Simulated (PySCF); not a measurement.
# ClFH₄Si₂: electronic excitations at several levels of theory

How much do the electronic excitations of ClFH₄Si₂ (`F[SiH2][SiH2]Cl`) depend on the level of theory, and what does each level cost?

Programs: PySCF 2.14.0, with density-fitted response routines of our own. Each step states its level of theory. These are calculated values for one molecule in the gas phase, unless marked as measured. Atoms are numbered from 0 throughout.

### Step 1. The molecule as given

8 atoms, charge 0, multiplicity 1; geometry from: PBE0-D3(BJ)/def2-SVP.

Bonds of the start (Å): F0–Si1 1.63, Si1–Si2 2.34, Si2–Cl3 2.08, Si1–H4 1.49, Si1–H5 1.49, Si2–H6 1.49, Si2–H7 1.49.

### Step 2. Ultraviolet spectrum: wB97X-D/def2-SVPD

Job settings and geometry (Å):

```
{"job": {"kind": "uv", "xc": "wB97X-D", "basis": "def2-SVPD", "ip": true}, "charge": 0, "multiplicity": 1}
F     -1.824949    -1.297621    -0.693316
Si    -1.172367    -0.032532     0.103917
Si     1.150564    -0.081875    -0.184278
Cl     1.852760     1.584747     0.845049
H     -1.523159    -0.146828     1.548554
H     -1.740804     1.226811    -0.455934
H      1.546340     0.035063    -1.617106
H      1.771491    -1.305397     0.399352
```

Level: TDDFT wB97X-D/def2-SVPD, vertical, gas phase, core orbitals frozen in the response.

The run is started by

```sh
> OMP_NUM_THREADS=1 python probes_run.py task.json out
```

This one command runs all jobs of the session in turn.

Output:

```text
coarse grid: 8440 points
cycle   1  E = -1140.8932028656  dE = -2.427e-02  |g| = 5.508e-01  |ddm| = 2.925e+00
cycle   2  E = -1140.8880649599  dE =  5.138e-03  |g| = 6.595e-01  |ddm| = 1.145e+00
cycle   3  E = -1140.9612325479  dE = -7.317e-02  |g| = 5.301e-02  |ddm| = 4.769e-01
cycle   4  E = -1140.9618957688  dE = -6.632e-04  |g| = 1.769e-02  |ddm| = 1.045e-01
cycle   5  E = -1140.9619966460  dE = -1.009e-04  |g| = 3.177e-03  |ddm| = 4.577e-02
cycle   6  E = -1140.9620001210  dE = -3.475e-06  |g| = 6.023e-04  |ddm| = 1.081e-02
final grid: 68696 points
cycle   7  E = -1141.1012926204  dE = -4.380e-05  |g| = 5.365e-03  |ddm| = 6.579e-02
cycle   8  E = -1141.1012933145  dE = -6.941e-07  |g| = 5.663e-03  |ddm| = 1.350e-02
cycle   9  E = -1141.1012983331  dE = -5.019e-06  |g| = 5.241e-04  |ddm| = 3.734e-03
cycle  10  E = -1141.1012984015  dE = -6.832e-08  |g| = 2.208e-04  |ddm| = 1.132e-03
cycle  11  E = -1141.1012984145  dE = -1.302e-08  |g| = 3.311e-05  |ddm| = 4.397e-04
cycle  12  E = -1141.1012984149  dE = -4.152e-10  |g| = 8.754e-06  |ddm| = 8.137e-05
converged SCF energy = -1141.1012984149

Static polarisability (au): isotropic 68.742, principal 60.405 68.043 77.778

Singlet excitations
state   eV       nm        f      main configurations
  1   5.9777    207.4   0.00816   H->L 0.97
  2   6.9633    178.1   0.00238   H-1->L 0.92
  3   7.4226    167.0   0.03275   H->L+1 0.87
  4   7.5933    163.3   0.02125   H-2->L 0.85
  5   7.6882    161.3   0.04951   H->L+3 0.36, H-3->L 0.30, H->L+4 0.26
  6   7.8627    157.7   0.03774   H->L+2 0.73, H->L+3 0.16
  7   8.0284    154.4   0.03510   H-3->L 0.52, H->L+3 0.24, H->L+2 0.14
  8   8.3738    148.1   0.21182   H->L+4 0.60, H->L+3 0.12, H-1->L+1 0.09
  9   8.5353    145.3   0.15921   H-1->L+1 0.84
 10   8.6687    143.0   0.02899   H-1->L+2 0.69, H-1->L+3 0.12, H-4->L 0.08

Triplet excitations (Tamm-Dancoff, eV): 5.3468 6.4617 6.6705 7.1903
Vertical ionisation energy (delta-SCF) = 10.5653 eV
```

It took 46 s on 1 thread of Arm Neoverse N1, shared host; peak memory 0.59 GiB.

The orbitals next to the gap, with their largest atomic shares:

| orbital | eV | atoms |
| --- | --- | --- |
| HOMO−3 | -12.07 | Cl3 66 %, Si2 14 %, Si1 9 % |
| HOMO−2 | -11.87 | Si1 34 %, H5 22 %, H4 21 % |
| HOMO−1 | -11.11 | Cl3 63 %, Si2 18 %, H7 9 % |
| HOMO | -10.22 | Cl3 27 %, Si2 25 %, Si1 23 % |
| LUMO | 0.47 | Si2 28 %, Si1 28 %, Cl3 16 % |
| LUMO+1 | 1.71 | Si2 34 %, Si1 28 %, H6 8 % |
| LUMO+2 | 1.86 | Si2 35 %, Si1 14 %, Cl3 13 % |

With each of the 10 states as a Gaussian band of 0.4 eV half-width at 1/e, the curve within the window shown has maxima at 207 nm (ε 330), 147 nm (ε 16,000) L/(mol cm). Beyond the last state computed it falls off for lack of states. The curve at chosen wavelengths:

| nm | ε (L/mol/cm) |
| --- | --- |
| 138 | 3607 |
| 142 | 10617 |
| 145 | 15167 |
| 149 | 15072 |
| 153 | 10703 |
| 156 | 8165 |
| 160 | 6477 |
| 164 | 5138 |
| 167 | 3903 |
| 171 | 2272 |
| 175 | 1101 |
| 178 | 586 |
| 182 | 241 |
| 186 | 113 |
| 190 | 90 |
| 193 | 117 |
| 197 | 188 |
| 201 | 270 |
| 204 | 314 |
| 208 | 329 |
| 212 | 294 |
| 215 | 246 |
| 219 | 172 |
| 223 | 107 |
| 226 | 70 |
| 230 | 37 |

Ground-state properties from the same run:

| property | computed |
| --- | --- |
| dipole moment (D) | 0.12 |
| polarisability (Å³) | 10.19 |
| HOMO–LUMO gap (eV) | 10.69 |
| −ε(HOMO) (eV) | 10.22 |

### Step 3. Excited states and response: LC-wPBE/def2-SVPD

Same as in step 2 but for these lines:

```diff
@@ -1,2 +1,2 @@
-{"job": {"kind": "uv", "xc": "wB97X-D", "basis": "def2-SVPD", "ip": true}, "charge": 0, "multiplicity": 1}
+{"job": {"kind": "uv", "xc": "LC-wPBE", "basis": "def2-SVPD", "ip": true}, "charge": 0, "multiplicity": 1}
 F     -1.824949    -1.297621    -0.693316
```

Method: TDDFT LC-wPBE/def2-SVPD, vertical, gas phase, core orbitals frozen in the response.

Output:

```text
coarse grid: 8440 points
cycle   1  E = -1140.5193863063  dE = -4.088e-02  |g| = 5.635e-01  |ddm| = 2.940e+00
cycle   2  E = -1140.5354979512  dE = -1.611e-02  |g| = 6.028e-01  |ddm| = 1.081e+00
cycle   3  E = -1140.5953023742  dE = -5.980e-02  |g| = 6.033e-02  |ddm| = 4.262e-01
cycle   4  E = -1140.5962027552  dE = -9.004e-04  |g| = 1.894e-02  |ddm| = 1.153e-01
cycle   5  E = -1140.5963306026  dE = -1.278e-04  |g| = 3.461e-03  |ddm| = 5.372e-02
cycle   6  E = -1140.5963352826  dE = -4.680e-06  |g| = 7.268e-04  |ddm| = 1.238e-02
final grid: 68696 points
cycle   7  E = -1140.7752519743  dE = -1.605e-05  |g| = 6.022e-03  |ddm| = 3.105e-02
cycle   8  E = -1140.7752515422  dE =  4.321e-07  |g| = 6.721e-03  |ddm| = 7.848e-03
cycle   9  E = -1140.7752579857  dE = -6.444e-06  |g| = 2.289e-04  |ddm| = 3.820e-03
cycle  10  E = -1140.7752580152  dE = -2.949e-08  |g| = 8.575e-05  |ddm| = 7.850e-04
cycle  11  E = -1140.7752580088  dE =  6.485e-09  |g| = 2.453e-05  |ddm| = 2.716e-04
cycle  12  E = -1140.7752580091  dE = -3.802e-10  |g| = 6.909e-06  |ddm| = 6.910e-05
converged SCF energy = -1140.7752580091

Static polarisability (au): isotropic 67.552, principal 59.591 66.920 76.146

Singlet excitations
state   eV       nm        f      main configurations
  1   6.2025    199.9   0.00986   H->L 0.93
  2   7.3771    168.1   0.00094   H-1->L 0.82
  3   7.6456    162.2   0.04306   H->L+2 0.87
  4   7.8793    157.4   0.01955   H-2->L 0.81
  5   8.0065    154.9   0.04486   H->L+3 0.35, H-3->L 0.23, H->L+4 0.21
  6   8.2622    150.1   0.05364   H->L+1 0.72
  7   8.5271    145.4   0.11930   H-3->L 0.39, H->L+3 0.27, H->L+1 0.14
  8   8.8170    140.6   0.27668   H->L+4 0.40, H->L+3 0.15, H->L+5 0.14
  9   9.0737    136.6   0.02580   H-4->L 0.39, H-1->L+3 0.19, H-1->L+1 0.18
 10   9.0789    136.6   0.16509   H-1->L+2 0.86

Triplet excitations (Tamm-Dancoff, eV): 5.3768 6.4371 6.9275 7.3060
Vertical ionisation energy (delta-SCF) = 10.7768 eV
```

Wall time 60 s (1 thread of Arm Neoverse N1, shared host); peak memory 0.57 GiB.

Key values: HOMO -11.01 eV, LUMO 0.85 eV; lowest singlet 6.20 eV.

### Step 4. TDDFT and polarisability: PBE0/6-31G*

Same as in step 3 but for these lines:

```diff
@@ -1,2 +1,2 @@
-{"job": {"kind": "uv", "xc": "LC-wPBE", "basis": "def2-SVPD", "ip": true}, "charge": 0, "multiplicity": 1}
+{"job": {"kind": "uv", "xc": "PBE0", "basis": "6-31G*"}, "charge": 0, "multiplicity": 1}
 F     -1.824949    -1.297621    -0.693316
```

With the program's defaults for keys left out, this is: TDDFT PBE0/6-31G*, vertical, gas phase, core orbitals frozen in the response.

Output:

```text
coarse grid: 8440 points
cycle   1  E = -1140.9427628512  dE =  7.030e-02  |g| = 5.733e-01  |ddm| = 2.433e+00
cycle   2  E = -1140.8572442593  dE =  8.552e-02  |g| = 9.188e-01  |ddm| = 1.324e+00
cycle   3  E = -1141.0069340468  dE = -1.497e-01  |g| = 5.185e-02  |ddm| = 8.182e-01
cycle   4  E = -1141.0075083002  dE = -5.743e-04  |g| = 2.359e-02  |ddm| = 9.999e-02
cycle   5  E = -1141.0076857280  dE = -1.774e-04  |g| = 1.546e-03  |ddm| = 3.414e-02
cycle   6  E = -1141.0076863959  dE = -6.679e-07  |g| = 4.365e-04  |ddm| = 2.756e-03
final grid: 68696 points
cycle   7  E = -1140.9707072633  dE = -5.857e-06  |g| = 1.307e-03  |ddm| = 7.647e-03
cycle   8  E = -1140.9707071443  dE =  1.190e-07  |g| = 1.574e-03  |ddm| = 3.293e-03
cycle   9  E = -1140.9707077209  dE = -5.766e-07  |g| = 1.700e-04  |ddm| = 1.762e-03
cycle  10  E = -1140.9707077256  dE = -4.787e-09  |g| = 6.341e-05  |ddm| = 2.271e-04
cycle  11  E = -1140.9707077266  dE = -9.095e-10  |g| = 1.053e-05  |ddm| = 7.562e-05
converged SCF energy = -1140.9707077266

Static polarisability (au): isotropic 54.280, principal 46.053 53.912 62.875

Singlet excitations
state   eV       nm        f      main configurations
  1   5.8176    213.1   0.00882   H->L 0.99
  2   6.6189    187.3   0.00186   H-1->L 0.98
  3   7.3189    169.4   0.00244   H-2->L 0.97
  4   7.5020    165.3   0.02624   H-3->L 0.92
  5   7.7451    160.1   0.04788   H->L+1 0.94
  6   7.9185    156.6   0.06454   H->L+2 0.63, H->L+3 0.30
  7   8.3717    148.1   0.22280   H->L+3 0.56, H->L+2 0.27
  8   8.5109    145.7   0.01851   H-4->L 0.84, H-1->L+2 0.12
  9   8.6066    144.1   0.04326   H-1->L+1 0.52, H-1->L+2 0.34
 10   8.6221    143.8   0.03141   H-1->L+2 0.53, H-1->L+1 0.34

Triplet excitations (Tamm-Dancoff, eV): 5.1860 6.3170 6.7493 6.9920
```

Run time: 7.1 s. Hardware: 1 thread of Arm Neoverse N1, shared host; peak memory 0.41 GiB.

This run: HOMO -8.28 eV, LUMO -1.11 eV; lowest singlet 5.82 eV.

### Step 5. Ultraviolet spectrum: PBE0/def2-SVP

Same as in step 4 but for these lines:

```diff
@@ -1,2 +1,2 @@
-{"job": {"kind": "uv", "xc": "PBE0", "basis": "6-31G*"}, "charge": 0, "multiplicity": 1}
+{"job": {"kind": "uv", "xc": "PBE0", "basis": "def2-SVP"}, "charge": 0, "multiplicity": 1}
 F     -1.824949    -1.297621    -0.693316
```

Level: TDDFT PBE0/def2-SVP, vertical, gas phase, core orbitals frozen in the response.

Output:

```text
coarse grid: 8440 points
cycle   1  E = -1140.4308318138  dE =  3.483e-02  |g| = 5.693e-01  |ddm| = 2.587e+00
cycle   2  E = -1140.3470464066  dE =  8.379e-02  |g| = 9.065e-01  |ddm| = 1.300e+00
cycle   3  E = -1140.4936110659  dE = -1.466e-01  |g| = 5.258e-02  |ddm| = 7.934e-01
cycle   4  E = -1140.4941444551  dE = -5.334e-04  |g| = 2.379e-02  |ddm| = 9.646e-02
cycle   5  E = -1140.4943084712  dE = -1.640e-04  |g| = 2.473e-03  |ddm| = 3.345e-02
cycle   6  E = -1140.4943101707  dE = -1.700e-06  |g| = 5.857e-04  |ddm| = 3.932e-03
final grid: 68696 points
cycle   7  E = -1140.6216326749  dE = -6.038e-06  |g| = 1.170e-03  |ddm| = 9.175e-03
cycle   8  E = -1140.6216326764  dE = -1.521e-09  |g| = 1.196e-03  |ddm| = 3.172e-03
cycle   9  E = -1140.6216330561  dE = -3.797e-07  |g| = 1.383e-04  |ddm| = 1.643e-03
cycle  10  E = -1140.6216330597  dE = -3.637e-09  |g| = 5.281e-05  |ddm| = 1.666e-04
cycle  11  E = -1140.6216330601  dE = -4.188e-10  |g| = 1.781e-05  |ddm| = 5.628e-05
converged SCF energy = -1140.6216330601

Static polarisability (au): isotropic 57.119, principal 50.933 56.205 64.220

Singlet excitations
state   eV       nm        f      main configurations
  1   5.9035    210.0   0.01222   H->L 0.98
  2   6.6553    186.3   0.00011   H-1->L 0.98
  3   7.3635    168.4   0.00130   H-2->L 0.74, H->L+1 0.24
  4   7.4745    165.9   0.06106   H->L+1 0.71, H-2->L 0.24
  5   7.5748    163.7   0.01959   H-3->L 0.92
  6   8.0839    153.4   0.02130   H->L+2 0.49, H->L+3 0.35
  7   8.2609    150.1   0.03331   H-1->L+1 0.82
  8   8.5336    145.3   0.02277   H->L+4 0.62, H->L+3 0.23
  9   8.5577    144.9   0.00915   H-4->L 0.94
 10   8.5915    144.3   0.24443   H->L+2 0.35, H->L+4 0.26, H->L+3 0.22

Triplet excitations (Tamm-Dancoff, eV): 5.1783 6.3354 6.3816 7.0090
```

Wall time 8 s (1 thread of Arm Neoverse N1, shared host); peak memory 0.43 GiB.

This run: HOMO -8.26 eV, LUMO -0.99 eV; lowest singlet 5.90 eV.

### Step 6. TDDFT and polarisability: PBE0/def2-TZVP

Same as in step 5 but for these lines:

```diff
@@ -1,2 +1,2 @@
-{"job": {"kind": "uv", "xc": "PBE0", "basis": "def2-SVP"}, "charge": 0, "multiplicity": 1}
+{"job": {"kind": "uv", "xc": "PBE0", "basis": "def2-TZVP"}, "charge": 0, "multiplicity": 1}
 F     -1.824949    -1.297621    -0.693316
```

Level: TDDFT PBE0/def2-TZVP, vertical, gas phase, core orbitals frozen in the response.

Output:

```text
coarse grid: 8440 points
cycle   1  E = -1141.0581575894  dE =  3.990e-02  |g| = 5.738e-01  |ddm| = 2.136e+00
cycle   2  E = -1140.9693554635  dE =  8.880e-02  |g| = 9.570e-01  |ddm| = 7.649e-01
cycle   3  E = -1141.1150064425  dE = -1.457e-01  |g| = 5.693e-02  |ddm| = 4.712e-01
cycle   4  E = -1141.1154801083  dE = -4.737e-04  |g| = 3.057e-02  |ddm| = 6.751e-02
cycle   5  E = -1141.1156829843  dE = -2.029e-04  |g| = 4.170e-03  |ddm| = 2.555e-02
cycle   6  E = -1141.1156862360  dE = -3.252e-06  |g| = 1.449e-03  |ddm| = 3.849e-03
final grid: 68696 points
cycle   7  E = -1141.1184467307  dE = -2.111e-05  |g| = 3.462e-03  |ddm| = 1.152e-02
cycle   8  E = -1141.1184456732  dE =  1.057e-06  |g| = 3.838e-03  |ddm| = 4.610e-03
cycle   9  E = -1141.1184486676  dE = -2.994e-06  |g| = 5.150e-04  |ddm| = 2.770e-03
cycle  10  E = -1141.1184487053  dE = -3.771e-08  |g| = 1.649e-04  |ddm| = 2.683e-04
cycle  11  E = -1141.1184487104  dE = -5.102e-09  |g| = 3.121e-05  |ddm| = 1.272e-04
cycle  12  E = -1141.1184487107  dE = -2.783e-10  |g| = 4.260e-06  |ddm| = 2.711e-05
converged SCF energy = -1141.1184487107

Static polarisability (au): isotropic 64.455, principal 56.169 63.785 73.412

Singlet excitations
state   eV       nm        f      main configurations
  1   5.7142    217.0   0.00984   H->L 0.99
  2   6.5620    188.9   0.00140   H-1->L 0.98
  3   7.1661    173.0   0.00682   H-2->L 0.53, H->L+1 0.44
  4   7.2465    171.1   0.04355   H->L+1 0.50, H-2->L 0.45
  5   7.4172    167.2   0.03166   H-3->L 0.73, H->L+4 0.10
  6   7.6171    162.8   0.02616   H->L+2 0.48, H->L+3 0.24, H-3->L 0.21
  7   7.8349    158.2   0.05144   H->L+3 0.66, H->L+2 0.18, H->L+4 0.10
  8   8.0377    154.3   0.04866   H->L+4 0.47, H-1->L+1 0.41
  9   8.1236    152.6   0.24165   H-1->L+1 0.50, H->L+4 0.23, H->L+2 0.17
 10   8.3365    148.7   0.01260   H-4->L 0.78, H-1->L+2 0.17

Triplet excitations (Tamm-Dancoff, eV): 4.9732 6.0438 6.2649 6.8084
```

Run time: 19 s. Hardware: 1 thread of Arm Neoverse N1, shared host; peak memory 0.72 GiB.

In short: HOMO -8.32 eV, LUMO -1.24 eV; lowest singlet 5.71 eV.

[end of part 1 of 2]
